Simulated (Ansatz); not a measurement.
# GeH₇NSSi: how energies converge with the basis set

The task here is to estimate one member of a computed series from the others.

Method: one geometry, several basis sets; program: Ansatz 0.2.0, Gaussian basis.

The runs, in order: PBE0-D4/def2-SVP; ωB97M-V/def2-SVP; PBE0-D4/def2-QZVPP; ωB97M-V/def2-QZVPP; the functionals' def2-TZVPP values are taken from earlier runs.

## The geometry

An earlier PBE0-D4 in a triple-zeta def2 set relaxation fixed the geometry.

SMILES `N[SiH2][GeH2][SH]`, 11 atoms, charge 0, spin multiplicity 1.

Atoms are counted from 1 here; the program's logs count them from 0.

Bond lengths: N1–Si2 1.721 Å, N1–H5 1.007 Å, N1–H6 1.007 Å, Si2–Ge3 2.383 Å, Si2–H7 1.493 Å, Si2–H8 1.488 Å, Ge3–S4 2.238 Å, Ge3–H9 1.542 Å, Ge3–H10 1.540 Å, S4–H11 1.343 Å. Angles: Si2–N1–H5 119.7°, Si2–N1–H6 120.6°, H5–N1–H6 111.0°, N1–Si2–Ge3 110.6°, N1–Si2–H7 116.1°, N1–Si2–H8 107.0°, Ge3–Si2–H7 106.8°, Ge3–Si2–H8 108.4°, H7–Si2–H8 107.6°, Si2–Ge3–S4 108.1°, Si2–Ge3–H9 113.5°, Si2–Ge3–H10 113.4°, S4–Ge3–H9 109.7°, S4–Ge3–H10 103.3°, H9–Ge3–H10 108.3°, Ge3–S4–H11 94.6°.

The first run:

File in.yaml:

```yaml
crystal:
  periodic: [false, false, false]
  atoms:
    - {symbol: N, position_ang: [-0.947181, 1.956904, 0.044923]}
    - {symbol: Si, position_ang: [-0.851082, 0.276027, -0.310388]}
    - {symbol: Ge, position_ang: [1.304808, -0.576432, 0.239752]}
    - {symbol: S, position_ang: [1.322821, -2.767948, -0.213731]}
    - {symbol: H, position_ang: [-1.843433, 2.376925, 0.232238]}
    - {symbol: H, position_ang: [-0.328894, 2.612344, -0.404644]}
    - {symbol: H, position_ang: [-1.120048, -0.112835, -1.726766]}
    - {symbol: H, position_ang: [-1.859038, -0.408071, 0.543539]}
    - {symbol: H, position_ang: [1.699653, -0.347985, 1.712230]}
    - {symbol: H, position_ang: [2.428817, -0.020508, -0.653932]}
    - {symbol: H, position_ang: [0.258877, -3.045423, 0.557577]}
basis:
  gaussian: {orbitals: def2-SVP}
hamiltonian: {xc: pbe0, dispersion: d4}
output: {orbitals: {seedname: orbitals}}
```

On the command line:

```sh
$ ansatz run in.yaml --threads 4 --pin off --events-out ev --progress --plain --max-ram 10444MiB
```

Among the steps run: PBE0-D4 in def2-SVP; ωB97M-V in def2-SVP; PBE0-D4 in def2-QZVPP; ωB97M-V in def2-QZVPP.

One of the session's tables, all rows but one given; the rest of the session is left out.

It belongs to the step «Density functionals: the series». 

```
functional       basis  HOMO (eV)
   PBE0-D4    def2-SVP      -6.75
   PBE0-D4  def2-TZVPP      -6.90
   PBE0-D4  def2-QZVPP      -6.93
   ωB97M-V    def2-SVP      -8.83
   ωB97M-V  def2-TZVPP      -9.01
   ωB97M-V  def2-QZVPP          ?
```

Q: Estimate the row for ωB97M-V, def2-QZVPP from the others.

The run gave: HOMO (eV): -9.05. In the column «HOMO (eV)» it is the lowest.
